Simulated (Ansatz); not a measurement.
# In4Ga8N11: the cost of one run

Method: DFT PBE, scalar-relativistic, plane waves, PAW, in Ansatz 0.2.0.

1 further run of the same task is left out (set aside as unsound or not needed). Runs told in other sessions of the task aren't counted.

## 1. Starting point

Symmetry: Cmc2_1, No. 36, orthorhombic system. Conventional cell: a = 10.021 Å, b = 5.780 Å, c = 5.398 Å, α = 90.00°, β = 90.00°, γ = 90.00°. Around In (site symmetry m) lie 4 N at 2.18 to 2.19 Å. Ga (site symmetry 1) has 4 N at 1.97 to 1.98 Å in its first shell of neighbours. N (site symmetry 1) is surrounded by 3 Ga at 1.97 to 1.98 Å and 1 In at 2.18 Å. Around N (site symmetry m) lie 2 Ga at 1.97 Å and 2 In at 2.18 to 2.19 Å.

As a file:

```xyz
12
Lattice="5.0105 -2.8902 0.0000 5.0105 2.8902 0.0000 0.0000 0.0000 5.3981" Properties=species:S:1:pos:R:3 pbc="T T T"
In    5.0105    1.0094    5.3430
In    5.0105   -1.0094    2.6439
Ga    1.7077    0.9445    5.3581
Ga    8.3132    0.9445    5.3581
Ga    8.3132   -0.9445    2.6590
Ga    1.7077   -0.9445    2.6590
N     1.8043    0.8882    1.9380
N     8.2166    0.8882    1.9380
N     8.2166   -0.8882    4.6371
N     1.8043   -0.8882    4.6371
N     5.0105    1.1112    2.1321
N     5.0105   -1.1112    4.8312
```

It goes back to an entry of the Materials Project, which need not be the stable form.

It is the result of an earlier relaxation at this level (volume 13.03 Å³/atom; gap on the mesh: 0.87 eV).

Its energy, with the smearing taken to zero, is -28634.7632 eV for the 12-atom cell on a 6×6×6 mesh; differences below count from it.

## 2. Cell: 1 of 12 N atoms taken out at random

From a supercell with 12 N sites, 1 are emptied at random; the cell stays neutral and all atoms are shaken by 0.02 Å.

The cell holds 4 In, 8 Ga, 11 N: a = 5.780 Å, b = 7.912 Å, c = 7.912 Å, α = 78.59°, β = 68.57°, γ = 68.57°.

## 3. Relaxing on a coarse mesh

Cell and atoms move without symmetry, on a coarse mesh with loose thresholds.

File input.yaml:

```yaml
crystal:
  lattice:
    - [0.0, -5.7803992521, 0.0]
    - [5.010483099, -2.890199626, 5.3980600043]
    - [-5.010483099, -2.890199626, 5.3980600043]
  atoms:
    - { symbol: In, position: [0.3349737988, 0.9938307399, 0.9942958087] }
    - { symbol: In, position: [0.8344765043, 0.4943590611, 0.490962678] }
    - { symbol: In, position: [0.9330426702, 0.7380935838, 0.7433825737] }
    - { symbol: In, position: [0.4310714245, 0.2428711048, 0.2430199094] }
    - { symbol: Ga, position: [0.3383989115, 0.6628944734, 0.3342972259] }
    - { symbol: Ga, position: [0.8413953267, 0.1663495838, 0.8264502148] }
    - { symbol: Ga, position: [0.3461128256, 0.3245672757, 0.6640820968] }
    - { symbol: Ga, position: [0.8423316228, 0.8286635879, 0.1695390484] }
    - { symbol: Ga, position: [0.9191776303, 0.0717685398, 0.417576889] }
    - { symbol: Ga, position: [0.4201877278, 0.5742780631, 0.9182405231] }
    - { symbol: Ga, position: [0.915843235, 0.4204542275, 0.0760676363] }
    - { symbol: Ga, position: [0.4225896318, 0.9177818591, 0.5769808956] }
    - { symbol: "N", position: [0.6653759955, 0.3570068072, 0.0032913591] }
    - { symbol: "N", position: [0.164030025, 0.8607116449, 0.500660778] }
    - { symbol: "N", position: [0.6738331764, 0.9964207492, 0.3637244644] }
    - { symbol: "N", position: [0.7189531366, 0.2514398296, 0.6122536228] }
    - { symbol: "N", position: [0.2241034257, 0.7476295758, 0.1090870358] }
    - { symbol: "N", position: [0.7272202602, 0.6079369706, 0.2521383393] }
    - { symbol: "N", position: [0.2248779021, 0.1099787107, 0.7508796759] }
    - { symbol: "N", position: [0.6096404255, 0.69477192, 0.7018890904] }
    - { symbol: "N", position: [0.1028299929, 0.1980965602, 0.197151643] }
    - { symbol: "N", position: [0.7455118346, 0.947793943, 0.9501921268] }
    - { symbol: "N", position: [0.2486316388, 0.4463177361, 0.4415728065] }
  symmetry: { detect: false }
basis:
  ecutwfc: 420
kpoints:
  mp_grid: { grid: [3, 2, 2], shift: [0.0, 0.5, 0.5] }
hamiltonian:
  xc: pbe
scf:
  occupations: { method: gaussian, width: 0.1 }
  lower_state_search: "off"
output:
  forces: true
  stress: true
  eigenvalues: true
relax:
  adjacent_minimum: "off"
  f_tol: 0.04
  max_steps: 50
  cell: { stress_tol: 0.3 }
```

Started as:

```sh
ansatz run input.yaml --threads 4 --pin off --max-ram 9216MiB --backend cpu --events-out ev --progress --plain --runs-dir out
```

Q: Estimate wall time and peak memory on 4 threads of Intel Xeon at 2.50GHz (Skylake/Cascade Lake), shared host.

About 95 s, with a peak of 1.1 GiB.
